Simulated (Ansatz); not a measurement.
# HfB2 (P6/mmm): check of PAW against all-electron LAPW in Python

How well does PAW follow the all-electron answer for HfB2 (P6/mmm)? Wanted for HfB2 (P6/mmm): a check of PAW against all-electron LAPW.

All numbers are computed with the Python package of Ansatz 0.2.0. The levels of theory stand in the script.

## (1) Starting point

Symmetry: P6/mmm, No. 191, hexagonal system. The conventional cell has a = 3.140 Å, b = 3.140 Å, c = 3.480 Å, α = 90.00°, β = 90.00°, γ = 120.00°. Around Hf (site symmetry 6/mmm) lie 12 B at 2.51 Å. B (site symmetry -6m2) is surrounded by 3 B at 1.81 Å and 6 Hf at 2.51 Å.

No structure file is read: the coordinates are typed or built in the script.

## (2) The code

File hfb2.py:

```python
"""PAW against all-electron LAPW for HfB2."""

import ansatz as az
import numpy as np
from tabulate import tabulate


def count_gap(report):
    # lowest empty less highest filled band, counting bands; zero where they overlap
    return max(report.get("gap_by_band_count_ev") or 0.0, 0.0)


def main() -> None:
    xtal = (
        az.Lattice.from_parameters(3.14, 3.14, 3.48, alpha=90, beta=90, gamma=120)
        .space_group(191)
        .atom("Hf", (0.0, 0.0, 0.0))
        .atom("B", (1 / 3, 2 / 3, 0.5))
    )

    calculation = (
        xtal.calculation()
        .occupations(az.OccupationsMethod.FERMI_DIRAC)
        .functional("pbe")
        .kpoints(spacing=0.22)
        .stress()  # GPa
        .forces()  # minus the gradient of the free energy
        .band_table()
    )
    variants = {
        "PAW": calculation.pseudopotentials("paw"),
        "LAPW": calculation.pseudopotentials("all_electron", lapw=True),
    }
    # totals differ by the cores that each treatment holds, so compare what does not depend on them
    rows = []
    for label, variant in variants.items():
        report = variant.run(threads=1, backend="cpu").report
        levels = np.array(report["eigenvalues_ev"][0]) - report["fermi_energy_ev"]
        print(label, "levels at the first k-point near E_F:", np.round(levels[np.abs(levels) < 5], 3))
        rows.append((label, report["n_electrons"], np.trace(report["stress_gpa"]) / 3, float(np.abs(report["forces_ev_ang"]).max()), count_gap(report)))
    print(tabulate(rows, headers=["treatment", "electrons in bands", "P GPa", "max force component eV/A", "gap by band count eV"], floatfmt=".4f", tablefmt="plain"))


if __name__ == "__main__":
    main()
```

## (3) Running it

Run with:

```console
$ python hfb2.py
```

Output:

```text
DeckWarning: basis.ecutwfc = 420 eV, auto-derived from the records' recommended cutoffs: set by Hf (normal level)
PAW levels at the first k-point near E_F: [-3.003 -2.902 -2.902 -2.731  4.012  4.012  4.642  4.642]
LAPW levels at the first k-point near E_F: [-3.004 -2.905 -2.905 -2.731  4.013  4.013  4.639  4.639]
treatment      electrons in bands    P GPa    max force component eV/A    gap by band count eV
PAW                       32.0000   1.3511                      0.0000                  0.0000
LAPW                      52.0000   1.4357                      0.0000                  0.0000
```

(Warnings from the package without file and line.)

Wall time 38 s (1 thread of Arm Neoverse V1, shared host); peak memory 0.62 GiB.

## (4) Run by run

One row for each of the 2 runs:

```csv
run,potentials,energy (eV/atom),pressure (GPa),SCF cycles,CPU time (s)
1,paw,-5345.4071,1.35,6,3
2,all_electron,-137201.8849,1.44,9,34
```

Energies are free energies F = E - TS of the smeared occupations. Totals hang on method, basis and potentials, so only like runs compare.

## (5) Summary of results

| quantity | value |
| --- | --- |
| runs compared | 2 |
| difference in pressure | 0.08 GPa |

PAW gives 1.351 GPa and LAPW 1.436 GPa, 0.08 GPa apart. They took 3.0 and 33.6 s of processor time. Reading the output:
- The computed bands are complete only to about 2.1 eV above the Fermi level.
- The mesh is modest for a metal, so energies can be off by several to tens of meV an atom and pressures by half a GPa or more; differences at equal mesh fare better.
- Pressure is positive in compression; the treatments may keep other shells as core, so totals and counts of electrons can differ. Spin-orbit coupling is left out, though heavy elements are present.
